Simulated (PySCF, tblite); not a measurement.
# C₆H₄S− (doublet): geometry, infrared bands and EPR parameters

Aim: predict the infrared bands and EPR parameters of C₆H₄S− (doublet) (`[H]/[C-]=[C]/c1cccs1`).

Computed with tblite 0.8.0 and PySCF 2.14.0, with density-fitted response routines of our own, on a single molecule in the gas phase. Atoms count from 0, in the outputs and in this text.

### 1 Starting geometry

11 atoms, charge -1, multiplicity 2; geometry from: force field or distance geometry start.

Bonds of the start (Å): C0–C1 1.22, C1–C2 1.41, C2–C3 1.38, C3–C4 1.42, C4–C5 1.38, C5–S6 1.72, S6–C2 1.72, C0–H7 1.06, C3–H8 1.10, C4–H9 1.09, C5–H10 1.08.

### 2 Relaxing the molecule with GFN2-xTB

The job: settings as JSON, then the geometry in Å.

```
{"job": {"kind": "relax", "xc": "GFN2-xTB", "basis": "xTB"}, "charge": -1, "multiplicity": 2}
C      3.052200    -0.224200     0.428200
C      1.876700    -0.040500     0.173800
C      0.510600     0.160100    -0.104700
C     -0.439400    -0.829800    -0.239900
C     -1.738200    -0.326700    -0.519100
C     -1.743900     1.048700    -0.620000
S     -0.183000     1.714300    -0.351600
H      4.081000    -0.368900     0.651000
H     -0.204700    -1.893200    -0.114800
H     -2.626400    -0.934900    -0.660200
H     -2.579500     1.697900    -0.830500
```

Command:

```
$ OMP_NUM_THREADS=1 python probes_run.py task.json out
```

One launch serves the whole session: the jobs run in the order shown.

**Question.** This job is followed by: GFN2-xTB harmonic vibrations, gas phase; UKS B3LYP, pcH-1 on C H S, non-relativistic, mean-field spin-orbit, GIAO. Predict these results of the whole session: strongest single infrared mode (GFN2-xTB); zero-point energy (GFN2-xTB); g(iso) (B3LYP); ⟨S²⟩; largest a(iso).

**Answer**, as computed:

```
                                 quantity                  value
strongest single infrared mode (GFN2-xTB)  2089 cm⁻¹, 439 km/mol
             zero-point energy (GFN2-xTB)          43.6 kcal/mol
                           g(iso) (B3LYP)                2.00449
                                     ⟨S²⟩     0.763 (exact 0.75)
                           largest a(iso)    13C on C0, 73.9 MHz
```

What this shows: Over 56 steps the energy fell by 0.204 eV; of the close pairs, C2–S6 changed most, 1.720 to 1.795 Å. All 27 modes are real, so the xTB geometry is a minimum. The strongest single mode, at 2089 cm⁻¹, moves mainly C1. Unscaled tight-binding wavenumbers are off by several per cent, some by more. Its intensities can rank the bands wrongly. The largest spin populations lie on C5 (0.34 e), C0 (0.28 e). The isotropic g lies 2.2 ppt above the free-electron value. The records flag this anion as possibly unbound in the gas phase, so the basis may hold the extra electron. The conformer search found further structures of the same energy, which may be mirror or relabelled copies of this one.
